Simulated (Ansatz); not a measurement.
# Cobalt, simple cubic under BLYP: from relaxation to bulk modulus

Aim: take cobalt in the simple cubic structure, relax it, solve it on a dense k-mesh, then scale the cell to 7 volumes from 88 to 112 % of the relaxed one and try a fit of the equation of state. Spin polarisation is left out, though the real metal is magnetic, so this state lies above the ground state. The k-meshes are 14×14×14 for the relaxation; 22×22×22 for the dense run; 15×15×15 for the volumes.

This is Co in the simple cubic structure; at room conditions it is hcp.

Method: DFT BLYP, plane waves (420 eV) with PAW, scalar-relativistic; PAW files made under PBE, frozen cores solved again for the functional, in Ansatz 0.2.0.

## (1) The structure to begin with

Symmetry: Pm-3m, No. 221, cubic system. Conventional cell: a = 2.287 Å, b = 2.287 Å, c = 2.287 Å, α = 90.00°, β = 90.00°, γ = 90.00°. Co (site symmetry m-3m) has 6 Co at 2.29 Å as nearest neighbours.

As a file:

```
Co
1.0
     2.28685    0.00000    0.00000
     0.00000    2.28685    0.00000
     0.00000    0.00000    2.28685
Co
1
Direct
  0.00000 0.00000 0.00000
```

## (2) Geometry optimisation

input.yaml

```yaml
crystal:
  lattice:
    - [2.286848805, 0.0, 0.0]
    - [0.0, 2.286848805, 0.0]
    - [0.0, 0.0, 2.286848805]
  atoms:
    - { symbol: Co, position: [0.0, 0.0, 0.0] }
hamiltonian:
  xc: blyp
  pseudopotentials:
    kind: paw
    azcp:
      Co: "pseudopotentials/Co.paw.azcp"
basis:
  ecutwfc: 420
  fft_grid_basis: typed
kpoints:
  mp_grid: { grid: [14, 14, 14], shift: [0, 0, 0] }
magnetization:
  spin_polarized: false
scf:
  occupations: { method: fermi_dirac, width: 0.1 }
relax:
  max_steps: 60
  f_tol: 0.01
  cell: {}
```

Further steps of the session: The energy on a finer k-mesh; The cell scaled to 88 % of its volume; The cell scaled to 92 % of its volume; The cell scaled to 96 % of its volume; The cell scaled to 100 % of its volume; The cell scaled to 104 % of its volume; The cell scaled to 108 % of its volume; The cell scaled to 112 % of its volume.

Before running it: what results should come out? Wanted: space group; conventional cell; volume; shortest distance; gap on the mesh; relative to hcp, ferromagnetic; V₀, B₀, B₀′.

**Answer**, as computed:

```
                      quantity                         value
space group (spins left aside)               Pm-3m (No. 221)
             conventional cell                   a = 2.320 Å
                        volume                12.495 Å³/atom
             shortest distance                       2.320 Å
               gap on the mesh  none (levels filled in part)
relative to hcp, ferromagnetic                 +883 meV/atom
                   V₀, B₀, B₀′  12.435 Å³/atom, 161 GPa, 4.8
```

In words: The relaxation enlarged the cell by 4.5 % in volume. Against the reference form of cobalt (hcp, ferromagnetic, computed apart with the same settings) it stands 883 meV/atom higher; part of this is magnetic energy, as this run has no moments. No gap shows: it is a metal or semimetal at this level. B₀ comes out at 161 GPa. Relaxation kept the symmetry; phonons were not checked.
